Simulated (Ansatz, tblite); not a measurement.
# The cluster Hf3O6: isomers from a random search, part 2 of 2

Which shape does the cluster Hf3O6 prefer? Candidates from a tight-binding search are relaxed and compared.

Ansatz 0.2.0, Gaussian basis; relaxed with PBE-D4/def2-SVP, singlet.

**3. Relaxing candidate B**

Contents of in.yaml:

```yaml
crystal:
  periodic: [false, false, false]
  atoms:
    - {symbol: Hf, position_ang: [0.064630, 1.837370, -0.897450]}
    - {symbol: Hf, position_ang: [1.279190, 0.706690, 1.535360]}
    - {symbol: Hf, position_ang: [-0.259640, -1.372700, 0.053240]}
    - {symbol: O, position_ang: [-0.987070, 3.157140, -1.429830]}
    - {symbol: O, position_ang: [-0.101410, -0.042740, -1.312420]}
    - {symbol: O, position_ang: [-1.060540, -3.036450, -0.191600]}
    - {symbol: O, position_ang: [1.264860, -1.135580, 1.289600]}
    - {symbol: O, position_ang: [1.633850, 2.069220, 0.326730]}
    - {symbol: O, position_ang: [-1.833880, -2.182960, 0.626370]}
basis:
  gaussian: {orbitals: def2-SVP}
hamiltonian: {xc: pbe, dispersion: d4}
scf: {lower_state_search: "off"}
output: {orbitals: {seedname: orbitals}}
relax: {f_tol: 0.03, max_steps: 70}
```

On the command line:

```bash
$ ansatz run in.yaml --threads 4 --pin off --events-out ev --progress --plain --max-ram 6963MiB
```

Standard output:

```text
Functional definition: PBE
  name "PBE"
  cite "Perdew, Burke & Ernzerhof, Phys. Rev. Lett. 77, 3865 (1996) doi:10.1103/PhysRevLett.77.3865"
  parent pbe
  parameter kappa = 0.804
  parameter beta = 0.06672455060314922
  exchange = pbe_x(kappa = kappa, mu = beta*pi^2/3)
  correlation = pbe_c(beta = beta)
these checks for a lower state are left out or cut short: stability, starts, cluster_reference, orbital_swaps, neighbouring_geometries, increment
1800 factors; their error is unknown
mean field evaluation 1: about -16150.6443 eV, gradient 1.4e2 eV
mean field evaluation 2: about -15496.9652 eV, gradient 4.5e2 eV
mean field evaluation 4: about -15816.3041 eV, gradient 2.4e2 eV
mean field evaluation 8: about -16189.1850 eV, gradient 9.5e-1 eV
mean field -16189.02694946 eV, -594.9357670760 hartree, gradient 6.7e-6 eV, S^2 0.000000; 0 other end points of the search recorded, 0 dependent functions left out
the calculation of the forces begins
reference -16189.02701922 eV, -594.9357696398 hartree; 42, 42 occupied and 138, 138 virtual orbitals, 1800 factors
relax step   1: F+E_penalty+E_count = -16189.33389364 eV  Δ(F+E_penalty+E_count) = +0.000e0 eV  max|allowed force component| = 4.298e0 eV/Å  Δτ_max = 0.0000 Å  (48 SCF iters, accepted)
these checks for a lower state are left out or cut short: stability, starts, cluster_reference, orbital_swaps, neighbouring_geometries, increment
1800 factors; their error is unknown
mean field evaluation 16: about -16190.2578 eV, gradient 3.9e0 eV
mean field -16190.26403287 eV, -594.9812290529 hartree, gradient 2.4e-6 eV, S^2 0.000000; 0 other end points of the search recorded, 0 dependent functions left out
the calculation of the forces begins
reference -16190.26410190 eV, -594.9812315897 hartree; 42, 42 occupied and 138, 138 virtual orbitals, 1800 factors
relax step   2: F+E_penalty+E_count = -16190.55977498 eV  Δ(F+E_penalty+E_count) = -1.226e0 eV  max|allowed force component| = 1.876e0 eV/Å  Δτ_max = 0.1948 Å  (35 SCF iters, accepted)
these checks for a lower state are left out or cut short: stability, starts, cluster_reference, orbital_swaps, neighbouring_geometries, increment
1800 factors; their error is unknown
mean field evaluation 32: about -16190.5943 eV, gradient 1.5e-6 eV
mean field -16190.59434859 eV, -594.9933679318 hartree, gradient 1.5e-6 eV, S^2 0.000000; 0 other end points of the search recorded, 0 dependent functions left out
the calculation of the forces begins
reference -16190.59441687 eV, -594.9933704410 hartree; 42, 42 occupied and 138, 138 virtual orbitals, 1800 factors
relax step   3: F+E_penalty+E_count = -16190.88632964 eV  Δ(F+E_penalty+E_count) = -3.266e-1 eV  max|allowed force component| = 9.050e-1 eV/Å  Δτ_max = 0.1951 Å  (35 SCF iters, accepted)
these checks for a lower state are left out or cut short: stability, starts, cluster_reference, orbital_swaps, neighbouring_geometries, increment
1800 factors; their error is unknown
mean field -16190.75476073 eV, -594.9992629692 hartree, gradient 3.0e-6 eV, S^2 0.000000; 0 other end points of the search recorded, 0 dependent functions left out
the calculation of the forces begins
reference -16190.75482753 eV, -594.9992654239 hartree; 42, 42 occupied and 138, 138 virtual orbitals, 1800 factors
relax step   4: F+E_penalty+E_count = -16191.05435055 eV  Δ(F+E_penalty+E_count) = -1.680e-1 eV  max|allowed force component| = 3.623e-1 eV/Å  Δτ_max = 0.2000 Å  (35 SCF iters, accepted)
these checks for a lower state are left out or cut short: stability, starts, cluster_reference, orbital_swaps, neighbouring_geometries, increment
1800 factors; their error is unknown
mean field -16190.77054402 eV, -594.9998429943 hartree, gradient 1.4e-6 eV, S^2 0.000000; 0 other end points of the search recorded, 0 dependent functions left out
the calculation of the forces begins
reference -16190.77060956 eV, -594.9998454029 hartree; 42, 42 occupied and 138, 138 virtual orbitals, 1800 factors
relax step   5: F+E_penalty+E_count = -16191.07338314 eV  Δ(F+E_penalty+E_count) = -1.903e-2 eV  max|allowed force component| = 9.266e-1 eV/Å  Δτ_max = 0.1938 Å  (37 SCF iters, accepted)
these checks for a lower state are left out or cut short: stability, starts, cluster_reference, orbital_swaps, neighbouring_geometries, increment
1800 factors; their error is unknown
mean field -16190.78280279 eV, -595.0002934957 hartree, gradient 1.7e-6 eV, S^2 0.000000; 0 other end points of the search recorded, 0 dependent functions left out
the calculation of the forces begins
reference -16190.78286818 eV, -595.0002958989 hartree; 42, 42 occupied and 138, 138 virtual orbitals, 1800 factors
relax step   6: F+E_penalty+E_count = -16191.08847332 eV  Δ(F+E_penalty+E_count) = -1.509e-2 eV  max|allowed force component| = 4.146e-1 eV/Å  Δτ_max = 0.2000 Å  (30 SCF iters, accepted)
these checks for a lower state are left out or cut short: stability, starts, cluster_reference, orbital_swaps, neighbouring_geometries, increment
1800 factors; their error is unknown
mean field evaluation 64: about -16190.8030 eV, gradient 1.0e-3 eV
mean field -16190.80298491 eV, -595.0010351749 hartree, gradient 1.2e-6 eV, S^2 0.000000; 0 other end points of the search recorded, 0 dependent functions left out
the calculation of the forces begins
reference -16190.80305001 eV, -595.0010375675 hartree; 42, 42 occupied and 138, 138 virtual orbitals, 1800 factors
relax step   7: F+E_penalty+E_count = -16191.10977972 eV  Δ(F+E_penalty+E_count) = -2.131e-2 eV  max|allowed force component| = 2.664e-1 eV/Å  Δτ_max = 0.0576 Å  (31 SCF iters, accepted)
these checks for a lower state are left out or cut short: stability, starts, cluster_reference, orbital_swaps, neighbouring_geometries, increment
1800 factors; their error is unknown
mean field -16190.80282942 eV, -595.0010294610 hartree, gradient 1.4e-6 eV, S^2 0.000000; 0 other end points of the search recorded, 0 dependent functions left out
the calculation of the forces begins
reference -16190.80289434 eV, -595.0010318465 hartree; 42, 42 occupied and 138, 138 virtual orbitals, 1800 factors
relax step   8: F+E_penalty+E_count = -16191.11087952 eV  Δ(F+E_penalty+E_count) = -1.100e-3 eV  max|allowed force component| = 2.367e-1 eV/Å  Δτ_max = 0.0892 Å  (32 SCF iters, accepted)
these checks for a lower state are left out or cut short: stability, starts, cluster_reference, orbital_swaps, neighbouring_geometries, increment
1800 factors; their error is unknown
mean field -16190.80630640 eV, -595.0011572376 hartree, gradient 1.2e-6 eV, S^2 0.000000; 0 other end points of the search recorded, 0 dependent functions left out
the calculation of the forces begins
reference -16190.80637136 eV, -595.0011596246 hartree; 42, 42 occupied and 138, 138 virtual orbitals, 1800 factors
relax step   9: F+E_penalty+E_count = -16191.11467879 eV  Δ(F+E_penalty+E_count) = -3.799e-3 eV  max|allowed force component| = 3.425e-2 eV/Å  Δτ_max = 0.0278 Å  (26 SCF iters, accepted)
these checks for a lower state are left out or cut short: stability, starts, cluster_reference, orbital_swaps, neighbouring_geometries, increment
1800 factors; their error is unknown
mean field -16190.80650954 eV, -595.0011647026 hartree, gradient 1.5e-6 eV, S^2 0.000000; 0 other end points of the search recorded, 0 dependent functions left out
the calculation of the forces begins
reference -16190.80657438 eV, -595.0011670855 hartree; 42, 42 occupied and 138, 138 virtual orbitals, 1800 factors
relax step  10: F+E_penalty+E_count = -16191.11524283 eV  Δ(F+E_penalty+E_count) = -5.640e-4 eV  max|allowed force component| = 2.988e-2 eV/Å  Δτ_max = 0.0133 Å  (25 SCF iters, accepted)
Total energy: -16191.11530768 eV, -595.0125128249 hartree
Atom 0 at     0.314002     1.768679    -1.190285 Å, force    -0.000383    -0.020787    -0.000032 eV/Å
Atom 1 at     1.097049     0.892046     1.735833 Å, force    -0.004557    -0.012358    -0.021077 eV/Å
Atom 2 at    -0.140638    -1.374208    -0.133478 Å, force    -0.007990     0.001782    -0.001789 eV/Å
Atom 3 at    -1.182217     2.684768    -0.826237 Å, force    -0.007660     0.007539     0.000620 eV/Å
Atom 4 at    -0.037960    -0.140123    -1.675006 Å, force     0.001953     0.007679    -0.001257 eV/Å
Atom 5 at    -1.221253    -3.040652    -0.081839 Å, force    -0.016725     0.013064     0.014127 eV/Å
Atom 6 at     1.347609    -0.921343     1.246473 Å, force     0.001938     0.010416     0.006407 eV/Å
Atom 7 at     1.724187     1.991240     0.345913 Å, force     0.003542     0.000949     0.015685 eV/Å
Atom 8 at    -1.900788    -1.860416     0.578624 Å, force     0.029882    -0.008285    -0.012684 eV/Å
Dipole moment:     1.335724     0.558730     0.279641 e Å
Checks for a lower state left out: stability, starts, cluster_reference, orbital_swaps, neighbouring_geometries, increment
```

It took 15 s on 4 threads of Intel Xeon 6975P-C, shared host.

The steps of the relaxation:

| step | energy from step 1 (eV) | largest force component (eV/Å) |
| --- | --- | --- |
| 1 | 0.0000 | 4.2983 |
| 2 | -1.2259 | 1.8760 |
| 3 | -1.5524 | 0.9050 |
| 4 | -1.7205 | 0.3623 |
| 5 | -1.7395 | 0.9266 |
| 6 | -1.7546 | 0.4146 |
| 7 | -1.7759 | 0.2664 |
| 8 | -1.7770 | 0.2367 |
| 9 | -1.7808 | 0.0342 |
| 10 | -1.7813 | 0.0299 |

Distances of close pairs at the start and the end, largest changes first:

| bond | before (Å) | after (Å) | change (Å) |
| --- | --- | --- | --- |
| Hf1–Hf2 | 2.945 | 3.153 | +0.209 |
| Hf2–Hf3 | 2.981 | 3.188 | +0.206 |
| Hf3–O6 | 1.863 | 1.987 | +0.124 |
| Hf3–O7 | 1.977 | 2.079 | +0.102 |
| O6–O9 | 1.413 | 1.514 | +0.101 |
| Hf3–O9 | 1.861 | 1.960 | +0.099 |
| Hf1–O8 | 2.004 | 2.097 | +0.093 |
| Hf1–O5 | 1.933 | 2.001 | +0.068 |

**4. The relaxed candidates**

| candidate | point group | bonds (count, mean Å) | energy above the lowest (kcal/mol) |
| --- | --- | --- | --- |
| A | Cs | Hf–O 9, 1.92 | 0.0 |
| B | C1 | Hf–O 9, 1.96; O–O 1, 1.51 | 80.3 |

**5. Candidate B, GFN1-xTB**

Tight binding, by tblite at 300 K electronic temperature and without a spin-polarisation term:

```python
tblite.interface.Calculator('GFN1-xTB', numbers, positions, charge=0, uhf=0).singlepoint()
```

Energy -862.5443 eV, HOMO -9.89 eV, LUMO -9.11 eV; 0.012 s.

**6. Candidate B, GFN2-xTB**

Tight binding, by tblite at 300 K electronic temperature and without a spin-polarisation term:

```python
tblite.interface.Calculator('GFN2-xTB', numbers, positions, charge=0, uhf=0).singlepoint()
```

Energy -783.9459 eV, HOMO -10.42 eV, LUMO -9.36 eV; 0.014 s.

**7. Candidate B, PBE0-D4/def2-TZVP**

start.molden holds the orbitals of an earlier run on this state, given as this run's starting guess.

Contents of in.yaml:

```yaml
crystal:
  periodic: [false, false, false]
  atoms:
    - {symbol: Hf, position_ang: [0.314002, 1.768679, -1.190285]}
    - {symbol: Hf, position_ang: [1.097049, 0.892046, 1.735833]}
    - {symbol: Hf, position_ang: [-0.140638, -1.374208, -0.133478]}
    - {symbol: O, position_ang: [-1.182217, 2.684768, -0.826237]}
    - {symbol: O, position_ang: [-0.037960, -0.140123, -1.675006]}
    - {symbol: O, position_ang: [-1.221253, -3.040652, -0.081839]}
    - {symbol: O, position_ang: [1.347609, -0.921343, 1.246473]}
    - {symbol: O, position_ang: [1.724187, 1.991240, 0.345913]}
    - {symbol: O, position_ang: [-1.900788, -1.860416, 0.578624]}
basis:
  gaussian: {orbitals: def2-TZVP, initial_orbitals: start.molden}
hamiltonian: {xc: pbe0, dispersion: d4}
scf: {omitted_lower_state_checks: [starts]}
output: {orbitals: {seedname: orbitals}}
```

Same command.

Standard output:

```text
Functional definition: PBE0
  name "PBE0"
  cite "Adamo & Barone, J. Chem. Phys. 110, 6158 (1999) doi:10.1063/1.478522"
  cite "Perdew, Burke & Ernzerhof, Phys. Rev. Lett. 77, 3865 (1996) doi:10.1103/PhysRevLett.77.3865"
  parent pbe
  parameter a = 0.25
  parameter kappa = 0.804
  parameter beta = 0.06672455060314922
  exchange = (1 - a)*pbe_x(kappa = kappa, mu = beta*pi^2/3) + a*exact_x
  correlation = pbe_c(beta = beta)
these checks for a lower state are left out or cut short: starts
2085 factors; their error is unknown
mean field evaluation 1: about -16194.9194 eV, gradient 2.3e2 eV
mean field evaluation 2: about -16201.6876 eV, gradient 7.5e0 eV
mean field evaluation 4: about -16201.9453 eV, gradient 5.6e-3 eV
mean field evaluation 8: about -16201.9960 eV, gradient 2.1e-5 eV
mean field -16201.99595569 eV, -595.4123692645 hartree, gradient 2.1e-5 eV, S^2 0.000000; 0 other end points of the search recorded, 0 dependent functions left out
reference -16201.99600274 eV, -595.4123709935 hartree; 42, 42 occupied and 264, 264 virtual orbitals, 2085 factors
Total energy: -16202.26675865 eV, -595.4223210896 hartree
Checks for a lower state left out: starts
```

It took 4.9 s on 4 threads of Intel Xeon 6975P-C, shared host; peak memory 1.3 GiB.

HOMO -5.94 eV, LUMO -3.09 eV.

**8. Candidate B, PBE-D4/def2-TZVP**

in.yaml, as its differences from that of step 7:

```diff
@@ -14,4 +14,4 @@
   gaussian: {orbitals: def2-TZVP, initial_orbitals: start.molden}
-hamiltonian: {xc: pbe0, dispersion: d4}
+hamiltonian: {xc: pbe, dispersion: d4}
 scf: {omitted_lower_state_checks: [starts]}
-output: {orbitals: {seedname: orbitals}}
+output: {forces: true, orbitals: {seedname: orbitals}}
```

Launched as before.

Standard output:

```text
Functional definition: PBE
  name "PBE"
  cite "Perdew, Burke & Ernzerhof, Phys. Rev. Lett. 77, 3865 (1996) doi:10.1103/PhysRevLett.77.3865"
  parent pbe
  parameter kappa = 0.804
  parameter beta = 0.06672455060314922
  exchange = pbe_x(kappa = kappa, mu = beta*pi^2/3)
  correlation = pbe_c(beta = beta)
these checks for a lower state are left out or cut short: starts
1941 factors; their error is unknown
mean field evaluation 1: about -16206.1203 eV, gradient 1.4e1 eV
mean field evaluation 2: about -16206.4791 eV, gradient 4.0e-1 eV
mean field evaluation 4: about -16206.4634 eV, gradient 2.3e-1 eV
mean field evaluation 8: about -16206.4635 eV, gradient 1.5e-5 eV
mean field -16206.46349268 eV, -595.5765482203 hartree, gradient 1.5e-5 eV, S^2 0.000000; 0 other end points of the search recorded, 0 dependent functions left out
the calculation of the forces begins
reference -16206.46355467 eV, -595.5765504986 hartree; 42, 42 occupied and 264, 264 virtual orbitals, 1941 factors
Total energy: -16206.77228798 eV, -595.5878962386 hartree
Atom 0 at     0.314002     1.768679    -1.190285 Å, force    -0.128557    -0.077458     0.201341 eV/Å
Atom 1 at     1.097049     0.892046     1.735833 Å, force     0.038404    -0.123473    -0.266298 eV/Å
Atom 2 at    -0.140638    -1.374208    -0.133478 Å, force    -0.163925     0.086565     0.127662 eV/Å
Atom 3 at    -1.182217     2.684768    -0.826237 Å, force     0.142112    -0.049788    -0.067842 eV/Å
Atom 4 at    -0.037960    -0.140123    -1.675006 Å, force     0.040643     0.029655     0.061168 eV/Å
Atom 5 at    -1.221253    -3.040652    -0.081839 Å, force     0.077245     0.054995    -0.026352 eV/Å
Atom 6 at     1.347609    -0.921343     1.246473 Å, force    -0.077721     0.084021     0.009078 eV/Å
Atom 7 at     1.724187     1.991240     0.345913 Å, force    -0.074523    -0.032089     0.017287 eV/Å
Atom 8 at    -1.900788    -1.860416     0.578624 Å, force     0.146321     0.027572    -0.056044 eV/Å
Dipole moment:     1.408416     0.553129     0.212941 e Å
Checks for a lower state left out: starts
```

Wall time 3.4 s (4 threads of Intel Xeon 6975P-C, shared host).

Report: HOMO -5.14 eV, LUMO -3.68 eV.

**9. Candidate B, r2SCAN-D4/def2-TZVP**

in.yaml, as its differences from that of step 8:

```diff
@@ -14,4 +14,4 @@
   gaussian: {orbitals: def2-TZVP, initial_orbitals: start.molden}
-hamiltonian: {xc: pbe, dispersion: d4}
+hamiltonian: {xc: r2scan, dispersion: d4}
 scf: {omitted_lower_state_checks: [starts]}
-output: {forces: true, orbitals: {seedname: orbitals}}
+output: {orbitals: {seedname: orbitals}}
```

Launched as before.

Standard output:

```text
Functional definition: r2SCAN
  name "r2SCAN"
  cite "Furness, Kaplan, Ning, Perdew & Sun, J. Phys. Chem. Lett. 11, 8208 (2020) doi:10.1021/acs.jpclett.0c02405"
  cite "Furness, Kaplan, Ning, Perdew & Sun, J. Phys. Chem. Lett. 11, 9248 (2020) doi:10.1021/acs.jpclett.0c03077"
  parent r2scan
  parameter k0 = 0.174
  parameter k1 = 0.065
  parameter a1 = 4.9479
  exchange = r2scan_x(k0 = k0, k1 = k1, a1 = a1)
  correlation = r2scan_c
these checks for a lower state are left out or cut short: starts
1941 factors; their error is unknown
mean field evaluation 1: about -16212.6738 eV, gradient 7.4e0 eV
mean field evaluation 2: about -16212.7849 eV, gradient 1.4e-1 eV
mean field evaluation 4: about -16212.7679 eV, gradient 1.3e-3 eV
mean field -16212.76785592 eV, -595.8082292965 hartree, gradient 1.5e-5 eV, S^2 0.000000; 0 other end points of the search recorded, 0 dependent functions left out
reference -16212.76787691 eV, -595.8082300677 hartree; 42, 42 occupied and 264, 264 virtual orbitals, 1941 factors
Total energy: -16212.84356294 eV, -595.8110114781 hartree
Checks for a lower state left out: starts
```

It took 5.5 s on 4 threads of Intel Xeon 6975P-C, shared host; peak memory 0.65 GiB.

From the report: HOMO -5.24 eV, LUMO -3.47 eV.

**10. B against A**

The energies of A at these levels come from its own runs, whose logs aren't repeated here.

| level | B above A (kcal/mol) | time |
| --- | --- | --- |
| GFN1-xTB | +60.4 | 0.022 s |
| GFN2-xTB | +42.7 | 0.026 s |
| PBE-D4/def2-TZVP | +75.7 | 5.8 s |
| r2SCAN-D4/def2-TZVP | +81.7 | 10 s |
| PBE0-D4/def2-TZVP | +78.0 | 13 s |

Times add the two runs; a level without a time comes out of a correlated run.

**11. What came out**

This closing draws on all 2 parts.

| quantity | value |
| --- | --- |
| B above A, range of the levels free of doubt, tight binding aside | +75.7 to +81.7 kcal/mol |
| levels that put B lower | none |

All levels free of doubt put A (Cs) below B (C1), by 42.7 to 81.7 kcal/mol. The search was small, so a lower isomer may exist. Only singlets are compared; another spin may lie lower and prefer another shape.
